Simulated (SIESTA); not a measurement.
# Cu under changes of volume

One of the cells (11.686 Å³/atom); the others are scaled copies at fixed shape and fractional positions:

```xyz
4
Lattice="2.5475 0.0000 0.0000 -1.2738 2.2062 0.0000 0.0000 0.0000 8.3165" Properties=species:S:1:pos:R:3 pbc="T T T"
Cu    1.2738    0.7354    6.2374
Cu    0.0000    0.0000    4.1583
Cu    0.0000    1.4708    2.0791
Cu    0.0000    0.0000    0.0000
```

This isn't the form of Cu at room conditions, which is fcc.

| Quantity | Value |
| --- | --- |
| Program | SIESTA 5.4.2 |
| Functional | PBEsol |
| Potentials or basis | PseudoDojo 0.4 standard (PBEsol files) |
| Basis | DZP (energy shift 0.003 Ry; two zetas on semicore shells) |
| Grid cutoff | 800 Ry |
| Energy shift | 0.003 Ry |
| k mesh | 12 × 12 × 4 |
| Occupations | fermi-dirac, width 0.05 eV |
| Spin | no spin polarisation |

```tsv
volume (Å³/atom)	energy over the lowest point (meV/atom)	pressure (GPa)
10.769	13.89	9.2
10.998	4.04	4.7
11.227	0.00	1.1
11.686	6.15	-5.4
11.915	16.01	-8.2
12.144	?	?
```

**Question.** What does the run at 12.144 Å³/atom give?

**Answer.** Energy over the lowest point 29.30 meV/atom; pressure -10.3 GPa.

Worked out: A Birch-Murnaghan fit of order 3 (a polynomial in V^(-2/3)) to the other rows has its minimum at 11.30 Å³/atom with B0 = V·E''(V) = 170 GPa and B' = 3.0 at fixed shape and positions, which overstates the stiffness. It gives 29.72 meV/atom at 12.144 Å³/atom, against the run's 29.30, and -dE/dV = -10.9 GPa, against -10.3.

Energies are extrapolated to zero smearing.

Caveats: short orbitals over semicore shells can move pressures by several GPa; the basis of atomic orbitals isn't converged, which shifts pressures, moduli and gaps.
